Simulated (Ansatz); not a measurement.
# HfC: stress in a strained cell

Aim: deform HfC (equal xx and yy strain of -3 %) and compute stress, forces and field gradients with LAPW, PAW and all-electron datasets made for the crystal.

Computed with Ansatz 0.2.0 (DFT PBEsol, scalar-relativistic, unless a step's input says otherwise).

## Step 1: The starting structure

It takes space group Fm-3m (No. 225, cubic). Conventional cell: a = 4.650 Å, b = 4.650 Å, c = 4.650 Å, α = 90.00°, β = 90.00°, γ = 90.00°. Hf (site symmetry m-3m) is surrounded by 6 C at 2.33 Å. Around C (site symmetry m-3m) lie 6 Hf at 2.33 Å.

Coordinates:

```cif
data_structure
_symmetry_space_group_name_H-M 'P 1'
_symmetry_Int_Tables_number 1
_cell_length_a 3.2880
_cell_length_b 3.2880
_cell_length_c 3.2880
_cell_angle_alpha 60.000
_cell_angle_beta 60.000
_cell_angle_gamma 60.000
_cell_volume 25.14
loop_
_atom_site_label
_atom_site_type_symbol
_atom_site_fract_x
_atom_site_fract_y
_atom_site_fract_z
_atom_site_occupancy
Hf1 Hf 0.50000 0.50000 0.50000 1
C1 C 0.00000 0.00000 0.00000 1
```

Atoms are numbered in the order of the input: Hf1, C2.

## Step 2: The deformed structure

Space group Fm-3m before, I4/mmm after.

## Step 3: All-electron LAPW

The input, input.yaml:

```yaml
crystal:
  lattice:
    - [0.0, 2.25525, 2.325]
    - [2.25525, 0.0, 2.325]
    - [2.25525, 2.25525, 0.0]
  atoms:
    - { symbol: Hf, position: [0.5, 0.5, 0.5] }
    - { symbol: C, position: [0.0, 0.0, 0.0] }
kpoints:
  mp_grid: { grid: [15, 15, 15] }
  band_path:
    path:
      - [0.0, 0.0, 0.0]
      - [0.0, 0.5, 0.5]
      - [0.25, 0.75, 0.5]
      - [0.0, 0.5, 0.0]
      - [0.0, 0.0, 0.0]
      - [0.5, 0.5, 0.0]
      - [0.3676125, 0.6323875, 0.0]
      - [-0.3676125, 0.3676125, 0.0]
      - [0.0, 0.0, 0.0]
    npoints: 5
scf:
  occupations: { method: fermi_dirac, width: 0.05 }
hamiltonian:
  xc: pbesol
  pseudopotentials: { kind: all_electron, lapw: { basis_error: 0.001 } }
output:
  forces: true
  stress: true
  eigenvalues: true
```

Command:

```bash
> ansatz run input.yaml --threads 1 --pin off --max-ram 3072MiB --backend cpu --events-out ev --progress --plain --runs-dir out
```

## Step 4: PAW on the default files

The input, input.yaml:

```yaml
crystal:
  lattice:
    - [0.0, 2.25525, 2.325]
    - [2.25525, 0.0, 2.325]
    - [2.25525, 2.25525, 0.0]
  atoms:
    - { symbol: Hf, position: [0.5, 0.5, 0.5] }
    - { symbol: C, position: [0.0, 0.0, 0.0] }
kpoints:
  mp_grid: { grid: [15, 15, 15] }
scf:
  occupations: { method: fermi_dirac, width: 0.05 }
hamiltonian:
  xc: pbesol
  pseudopotentials: { kind: paw }
output:
  forces: true
  stress: true
  eigenvalues: true
  efg: { contact_densities: true }
```

## Step 5: Datasets made for this crystal

Changes to input.yaml since step 4:

```diff
@@ -14,3 +14,3 @@
   xc: pbesol
-  pseudopotentials: { kind: paw }
+  pseudopotentials: { kind: all_electron, datasets: crystal }
 output:
```

(Steps that only read results are left out.)

**Question.** What will these runs give? Wanted: pressure; largest shear or deviatoric stress.

**Answer**, as computed:

| quantity | value |
| --- | --- |
| pressure | LAPW 9.25, PAW 9.20, crystal datasets 9.25 GPa |
| largest shear or deviatoric stress (LAPW) | 9.68 GPa |

What this shows: The largest part of the stress beyond the pressure is 9.68 GPa in size, in the zz component; the atoms are carried along and not relaxed. No run of the undeformed cell stands beside it, so the pressure holds what the given cell had before the change. PAW: stress within 0.07 GPa of LAPW. Crystal datasets: stress within 0.01 GPa of LAPW. Spin-orbit coupling is left out, though the cell holds Hf; in elements this heavy it can shift bands and gaps by tenths of an eV.
